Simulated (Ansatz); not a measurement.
This was printed by a script on the Ansatz DFT code, driven from Python, for a calculation of the dielectric tensor and Born charges of ZnSe, space group F-43m. What did the script look like? Use: PBE, PAW, cutoff 260 eV, 7×7×7 k-points, fixed occupations, D3BJATM dispersion.

```
Zn Se
1.0
     0.00000    2.83380    2.83380
     2.83380    0.00000    2.83380
     2.83380    2.83380    0.00000
Zn Se
1 1
Cartesian
  0.0000 0.0000 0.0000
  1.4169 1.4169 1.4169
```

Output of `python eps_znse.py`:
```text
DeckWarning: basis.ecutwfc = 260 eV is below the records' recommended 420 eV, and the density's cutoff is lower with it unless basis.ecutrho_ratio is high enough to keep the records' density cutoff: compare with a run at a higher cutoff
principal values of eps_inf: [7.248 7.248 7.248]
refractive indices: [2.692 2.692 2.692]
Zn Z* trace/3 = +2.063 e
Se Z* trace/3 = -2.063 e
charge neutrality missed by 0.0047 e before the sum rule
```
(Warnings from the package without file and line.)

The script that was run (others could print the same):

`eps_znse.py`
```python
"""High-frequency dielectric tensor and Born charges of ZnSe."""

import ansatz as az
import numpy as np


def main() -> None:
    lattice = az.Lattice.of(
        (0.0, 2.8338, 2.8338),
        (2.8338, 0.0, 2.8338),
        (2.8338, 2.8338, 0.0),
    )
    sites = [
        ("Zn", (0.0, 0.0, 0.0)),
        ("Se", (0.25, 0.25, 0.25)),
    ]
    cell = az.Crystal(lattice=lattice)
    for symbol, position in sites:
        cell = cell.atom(symbol, position)

    # an insulator: whole occupations
    base = (
        cell.calculation()
        .functional("PBE", dispersion="d3bjatm")
        .basis(260)
        .kpoints(mesh=(7, 7, 7), center="gamma")
        .mixing("msr1", beta=0.3)
        .initial_density(normalization="atom")
        .scf(max_iterations=200)
        .occupations("fixed")
        .dielectric()
    )
    outcome = base.run(threads=1, pin="off")
    response = outcome.dielectric
    eps = np.asarray(response.eps_inf)

    values = np.linalg.eigvalsh(eps)
    print("principal values of eps_inf:", np.round(values, 3))
    print("refractive indices:", np.round(np.sqrt(values), 3))
    for site, z in zip(outcome.lattice.sites, response.zstar_e):
        print(f"{site.symbol:2s} Z* trace/3 = {np.trace(z) / 3:+.3f} e")
    print(f"charge neutrality missed by {response.zstar_sum_residual_pre_e:.4f} e before the sum rule")


if __name__ == "__main__":
    main()
```

Notes:
- The settings weren't tested for convergence.
- The cutoff lies under the one recommended for these potentials.
- With fixed filling the reported Fermi level is the top filled level among the k-points of the SCF.
- Pressure is positive in compression.
- The structure is a deposited one; some such entries were measured under pressure or heat, so a shift against it needn't be the functional's error alone.
- This is the electronic (clamped-ion) response; a semilocal gap that is too small tends to raise it. The typed mesh is that of the SCF; the response is solved on denser meshes that the run picks.
- Finished in 3.2 min on 1 thread of Arm Neoverse N1, on a shared host, peak memory 0.9 GiB.
